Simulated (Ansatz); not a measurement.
Geometry optimisation, DFT PBE, scalar-relativistic, plane waves, PAW in Ansatz.

The input (input.yaml):

```yaml
crystal:
  lattice:
    - [0.0, 5.43, 5.43]
    - [5.43, 0.0, 5.43]
    - [5.43, 5.43, 0.0]
  atoms:
    - { symbol: Si, position: [0.0, 0.0, 0.0] }
    - { symbol: Si, position: [0.125, 0.125, 0.125] }
    - { symbol: Si, position: [0.0, 0.0, 0.5] }
    - { symbol: Si, position: [0.125, 0.125, 0.625] }
    - { symbol: Si, position: [0.0, 0.5, 0.0] }
    - { symbol: Si, position: [0.125, 0.625, 0.125] }
    - { symbol: Si, position: [0.0, 0.5, 0.5] }
    - { symbol: Si, position: [0.125, 0.625, 0.625] }
    - { symbol: Si, position: [0.5, 0.0, 0.0] }
    - { symbol: Si, position: [0.625, 0.125, 0.125] }
    - { symbol: Si, position: [0.5, 0.0, 0.5] }
    - { symbol: Si, position: [0.625, 0.125, 0.625] }
    - { symbol: Si, position: [0.5, 0.5, 0.0] }
    - { symbol: Si, position: [0.625, 0.625, 0.125] }
    - { symbol: Si, position: [0.5, 0.5, 0.5] }
    - { symbol: Si, position: [0.625, 0.625, 0.625] }
    - { symbol: C, position: [0.81514254, 0.557535, 0.81870623], spin: 1.0 }
magnetization:
  spin_polarized: true
basis:
  ecutwfc: 420.0
kpoints:
  mp_grid: { grid: [2, 2, 2] }
hamiltonian:
  xc: pbe
  pseudopotentials: { kind: paw, azcp: { folder: soft_1 } }
scf:
  occupations: { method: gaussian, width: 0.02 }
  lower_state_search: "off"
relax:
  f_tol: 0.03
  max_steps: 60
  adjacent_minimum: "off"
```

Launched with:

```bash
$ ansatz run input.yaml --threads 2 --pin off --max-ram 5120MiB --backend cpu --events-out ev --progress --plain --runs-dir out
```

Task: Where does it end, and by what steps?

Result: It converged. Limits of this set-up: a small cell, in which the defect meets its images. After 14 steps the energy has fallen by 0.986 eV; C17 moved furthest, 0.74 Å.

| step | energy less start (eV) | largest force component (eV/Å) | accepted |
| --- | --- | --- | --- |
| 0 | 0.0000 | 0.492 | yes |
| 1 | -0.1234 | 0.285 | yes |
| 2 | -0.1379 | 0.290 | yes |
| 3 | -0.1633 | 0.318 | yes |
| 4 | -0.2517 | 0.499 | yes |
| 5 | -0.4182 | 0.826 | yes |
| 6 | -0.5893 | 0.987 | yes |
| 7 | -0.8628 | 0.505 | yes |
| 8 | -0.9510 | 0.219 | yes |
| 9 | -0.9697 | 0.207 | yes |
| 10 | -0.8894 | 0.514 | no |
| 11 | -0.9835 | 0.083 | yes |
| 12 | -0.9854 | 0.033 | yes |
| 13 | -0.9856 | 0.059 | yes |
| 14 | -0.9863 | 0.019 | yes |

```xyz
17
Lattice="0.0000 5.4300 5.4300 5.4300 0.0000 5.4300 5.4300 5.4300 0.0000" Properties=species:S:1:pos:R:3
Si -0.169 0.042 -0.058
Si 1.186 1.569 1.117
Si 2.799 2.719 -0.095
Si 4.075 4.024 1.372
Si 2.649 0.398 2.419
Si 3.756 1.430 4.183
Si 5.252 2.500 2.723
Si 6.964 3.789 3.714
Si 0.151 2.622 2.909
Si 1.371 4.121 4.197
Si 2.721 5.367 2.743
Si 4.137 6.646 4.117
Si 2.451 2.888 5.858
Si 4.303 3.841 6.901
Si 5.536 5.180 5.314
Si 6.665 6.577 6.825
C 7.924 9.461 7.514
```

Whether the end is a true minimum wasn't checked by a vibrational analysis.

The run took 92 s on 2 threads of Arm Neoverse V2, on a shared host, peak memory 0.7 GiB.
